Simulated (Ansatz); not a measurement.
# BFH4INSi, SMILES NB(F)[SiH2]I: a ladder of methods at one geometry

With the Python package of Ansatz (0.2.0).

The script reads `bfh4insi.xyz`:
```text
9

N     1.62330    0.73040   -0.22370
B     0.76030   -0.50960   -0.12300
F     1.37000   -1.78120   -0.35710
Si   -1.05160   -0.42980    0.32270
I    -2.32920    0.84580   -1.40610
H     1.48920    1.29320    0.67530
H     1.14170    1.37250   -0.95660
H    -1.62630   -1.79040    0.37270
H    -1.28890    0.22280    1.67860
```

The cells in order, each with its output:

In [1]:
```python
from pathlib import Path

import ansatz as az
import numpy as np

bfh4insi = az.Crystal.molecule_from_extxyz("bfh4insi.xyz")
```

In [2]:
```python
model = bfh4insi.calculation().basis(gaussian="def2-SVP")

print("functional    E (Ha)        dipole (D)   HOMO (eV)  LUMO (eV)")
for name in ["hf", "lda", "hse06", "pbe", "b3lyp", "blyp"]:
    data = model.functional(name).forces().orbitals().run(runs_dir="runs").report
    lines = Path(data["orbitals_path"]).read_text().splitlines()
    field_of = lambda key: [line.split("=")[1].strip() for line in lines if line.startswith(key)]
    orbitals = [(27.211386 * float(e), s, float(n)) for e, s, n in zip(field_of("Ene="), field_of("Spin="), field_of("Occup="))]
    homo = max(e for e, _, n in orbitals if n > 0.5)
    lumo = min(e for e, _, n in orbitals if n < 0.5)
    dipole = 4.803205 * np.linalg.norm(data["charge_distribution"]["dipole_moment_e_ang"])
    print(f"{name:10s} {data['free_energy_ev'] / 27.211386246:14.6f} {dipole:9.3f} {homo:11.3f} {lumo:10.3f}")
```
```text
functional    E (Ha)        dipole (D)   HOMO (eV)  LUMO (eV)
hf            -766.330398     2.321     -10.400      1.022
lda           -765.932592     1.989      -6.243     -3.548
hse06         -768.574173     2.046      -7.182     -2.877
pbe           -768.528008     1.878      -6.131     -3.316
b3lyp         -769.011320     1.997      -7.299     -2.614
blyp          -768.787404     1.850      -5.967     -3.091
```

Total energies depend on the basis set; only differences at equal settings carry meaning. The geometry is a force-field or estimated start, not a minimum of this method, and the basis set is short of its limit. A lower total doesn't mark the better method: functionals have no common bound, and MP2 and coupled cluster aren't variational. def2 sets replace the cores of elements past krypton by effective core potentials. b3lyp holds the VWN-RPA fit, as in Gaussian; the form of ORCA and Turbomole is b3lyp5. Levels such as HOMO and LUMO are orbital energies: with these approximate functionals they aren't the ionisation energy and electron affinity, and their gap isn't the fundamental gap. hse06 follows the composition of plane-wave codes, whose totals differ by tens of mHa, up to about 0.1 Ha, from the form usual in Gaussian-basis programs (wpbeh). Run time: 28 s on 1 thread of Arm Neoverse V1 (shared host), peak memory 0.32 GiB.
